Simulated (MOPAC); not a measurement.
# PM6-DH2 (electric field (0, 0, 1.5) V/angstrom) run of CH7GaSSi (SMILES [SiH3][CH](S)[GaH2])

What is the electrostatic solvation energy at fixed shape (COSMO, water) of CH7GaSSi at PM6-DH2 (electric field (0, 0, 1.5) V/angstrom)? The job is set up through an ASE script.

The results are computed with MOPAC 23.2.5.

5 further runs of the same task are left out: 1 that didn't finish, 4 set aside as unsound or not needed.

## (1) The system as given

The species is CH7GaSSi (11 atoms), meant as a singlet with charge 0. As SMILES, `[SiH3][CH](S)[GaH2]`. The shape comes from GFN2-xTB, which is rough for such elements, and wasn't checked as a minimum. This is one conformer, not always the lowest.

Bond lengths: Si1–C2 1.902 Å, C2–S3 1.893 Å, C2–Ga4 1.999 Å, Si1–H5 1.466 Å, Si1–H6 1.465 Å, Si1–H7 1.469 Å, C2–H8 1.091 Å, S3–H9 1.340 Å, Ga4–H10 1.546 Å, Ga4–H11 1.558 Å. Some angles: Si1–C2–S3 106.9°, Si1–C2–Ga4 116.5°, S3–C2–Ga4 79.1°, Si1–C2–H8 111.7°, S3–C2–H8 106.3°, Ga4–C2–H8 127.4°, C2–Si1–H5 105.6°, C2–Si1–H6 109.1°, C2–Si1–H7 108.5°, C2–S3–H9 96.7°.

## (2) Energy and forces at PM6-DH2 (electric field (0, 0, 1.5) V/angstrom)

File run.py:

```python
from ase.calculators.mopac import MOPAC
from ase import Atoms

atoms = Atoms(
    ['Si', 'C', 'S', 'Ga', 'H', 'H', 'H', 'H', 'H', 'H', 'H'],
    positions=[
        [-0.960390, 1.449470, -0.211710],
        [-0.509160, -0.356500, 0.177550],
        [0.810440, -0.314500, 1.534770],
        [1.063200, -1.112700, -0.798510],
        [-2.026700, 1.380590, -1.215570],
        [-1.423950, 2.103250, 1.015180],
        [0.234240, 2.126960, -0.732410],
        [-1.357300, -0.903040, 0.592120],
        [0.730130, -1.608850, 1.872230],
        [1.965910, -0.159660, -1.615350],
        [1.473580, -2.605020, -0.618320],
    ],
)
mopac = MOPAC(label="job", method="PM6-DH2", task="1SCF GRADIENTS FIELD=(0,0,1.5) AUX(PRECISION=6) THREADS=1")
atoms.calc = mopac
e = atoms.get_potential_energy()
print(f"heat of formation: {e:.6f} eV")
print("dipole (e A):", atoms.get_dipole_moment().round(4))
homo, lumo = mopac.get_homo_lumo_levels()
print(f"HOMO {homo:.3f} eV, LUMO {lumo:.3f} eV, gap {lumo - homo:.3f} eV")
```

The run is started by

```sh
export ASE_MOPAC_COMMAND="mopac PREFIX.mop > /dev/null 2>&1"
python run.py
```

Standard output:

```text
heat of formation: -0.290917 eV
dipole (e A): [-0.1782 -0.0795 -0.6625]
HOMO -10.194 eV, LUMO -1.037 eV, gap 9.157 eV
```

The calculator wrote job.mop:

```
PM6-DH2 1SCF GRADIENTS FIELD=(0,0,1.5) AUX(PRECISION=6) THREADS=1 DISP RELSCF=0.0001 
Title: ASE calculation

 Si -0.96039 1 1.44947 1 -0.21171 1
 C  -0.50916 1 -0.3565 1 0.17755 1
 S  0.81044 1 -0.3145 1 1.53477 1
 Ga 1.0632 1 -1.1127 1 -0.79851 1
 H  -2.0267 1 1.38059 1 -1.21557 1
 H  -1.42395 1 2.10325 1 1.01518 1
 H  0.23424 1 2.12696 1 -0.73241 1
 H  -1.3573 1 -0.90304 1 0.59212 1
 H  0.73013 1 -1.60885 1 1.87223 1
 H  1.96591 1 -0.15966 1 -1.61535 1
 H  1.47358 1 -2.60502 1 -0.61832 1
```

It took 0.24 s on 1 thread of Arm Neoverse N1, shared host.

## (3) Energy and gradient at PM6-DH2 (COSMO water, electric field (0, 0, 1.5) V/angstrom)

File calc.py:

```python
from ase.calculators.mopac import MOPAC
from ase import Atoms

atoms = Atoms(
    ['Si', 'C', 'S', 'Ga', 'H', 'H', 'H', 'H', 'H', 'H', 'H'],
    positions=[
        [-0.960390, 1.449470, -0.211710],
        [-0.509160, -0.356500, 0.177550],
        [0.810440, -0.314500, 1.534770],
        [1.063200, -1.112700, -0.798510],
        [-2.026700, 1.380590, -1.215570],
        [-1.423950, 2.103250, 1.015180],
        [0.234240, 2.126960, -0.732410],
        [-1.357300, -0.903040, 0.592120],
        [0.730130, -1.608850, 1.872230],
        [1.965910, -0.159660, -1.615350],
        [1.473580, -2.605020, -0.618320],
    ],
)
mopac = MOPAC(label="job", method="PM6-DH2", task="1SCF GRADIENTS FIELD=(0,0,1.5) EPS=78.4 AUX(PRECISION=6) THREADS=1")
atoms.calc = mopac
energy = atoms.get_potential_energy()
print("E =", round(energy, 6), "eV")
print("forces (eV/A):")
for sym, f in zip(atoms.get_chemical_symbols(), atoms.get_forces()):
    print(f"{sym:2s} {f[0]:10.5f} {f[1]:10.5f} {f[2]:10.5f}")
print("dipole (e A):", atoms.get_dipole_moment().round(4))
homo, lumo = mopac.get_homo_lumo_levels()
print(f"HOMO {homo:.3f} eV, LUMO {lumo:.3f} eV, gap {lumo - homo:.3f} eV")
print("heat of formation (kcal/mol): %.4f" % (mopac.get_final_heat_of_formation() / 0.0433641153))
```

The run is started by

```sh
export ASE_MOPAC_COMMAND="mopac PREFIX.mop > /dev/null 2>&1"
python calc.py
```

Standard output:

```text
E = -0.663119 eV
forces (eV/A):
Si    0.77150   -0.91543   -0.69094
C     0.54860    0.79157    0.59495
S    -0.26707    0.69717    2.15665
Ga    0.80533   -0.71776   -2.14573
H    -0.23031    0.03172   -0.41507
H    -0.18578    0.14686    0.64065
H     0.05157    0.30440   -0.19785
H    -0.28954   -0.58044   -0.52646
H     0.17134   -0.51336    0.35200
H    -0.69450   -0.34989    0.33898
H    -0.68115    1.10515   -0.10719
dipole (e A): [-0.2667 -0.1666 -0.9061]
HOMO -10.277 eV, LUMO -1.358 eV, gap 8.918 eV
heat of formation (kcal/mol): -15.2919
```

The calculator wrote job.mop:

```
PM6-DH2 1SCF GRADIENTS FIELD=(0,0,1.5) EPS=78.4 AUX(PRECISION=6) THREADS=1 DISP RELSCF=0.0001 
Title: ASE calculation

 Si -0.96039 1 1.44947 1 -0.21171 1
 C  -0.50916 1 -0.3565 1 0.17755 1
 S  0.81044 1 -0.3145 1 1.53477 1
 Ga 1.0632 1 -1.1127 1 -0.79851 1
 H  -2.0267 1 1.38059 1 -1.21557 1
 H  -1.42395 1 2.10325 1 1.01518 1
 H  0.23424 1 2.12696 1 -0.73241 1
 H  -1.3573 1 -0.90304 1 0.59212 1
 H  0.73013 1 -1.60885 1 1.87223 1
 H  1.96591 1 -0.15966 1 -1.61535 1
 H  1.47358 1 -2.60502 1 -0.61832 1
```

Run time: 0.26 s. Hardware: 1 thread of Arm Neoverse N1, shared host.

## (4) Results

At PM6-DH2 (electric field (0, 0, 1.5) V/angstrom):

```
                                               quantity           value
                                gas phase: total energy    -19.30099 Eh
                               gas phase: dipole moment          3.32 D
                               gas phase: HOMO–LUMO gap         9.16 eV
                           gas phase: dispersion energy    -1.35 kJ/mol
   gas phase: heat of formation at this unrelaxed shape   -6.7 kcal/mol
                    gas phase: largest force on an atom      2.080 eV/Å
                             COSMO, water: total energy    -19.31467 Eh
                            COSMO, water: dipole moment          4.61 D
                            COSMO, water: HOMO–LUMO gap         8.92 eV
                        COSMO, water: dispersion energy    -1.35 kJ/mol
COSMO, water: heat of formation at this unrelaxed shape  -15.3 kcal/mol
                 COSMO, water: largest force on an atom      2.402 eV/Å
       energy change from gas to solvent at fixed shape       -0.372 eV
```

The solvent model (COSMO, water) lowers the energy by 0.37 eV (−8.6 kcal/mol) at the same shape. It holds the electrostatic part alone, without cavity or dispersion terms. The largest force (COSMO, water) is 2.40 eV/Å: the shape isn't a stationary point for this species at this level. The largest force (gas phase) is 2.08 eV/Å: the shape isn't a stationary point for this species at this level.
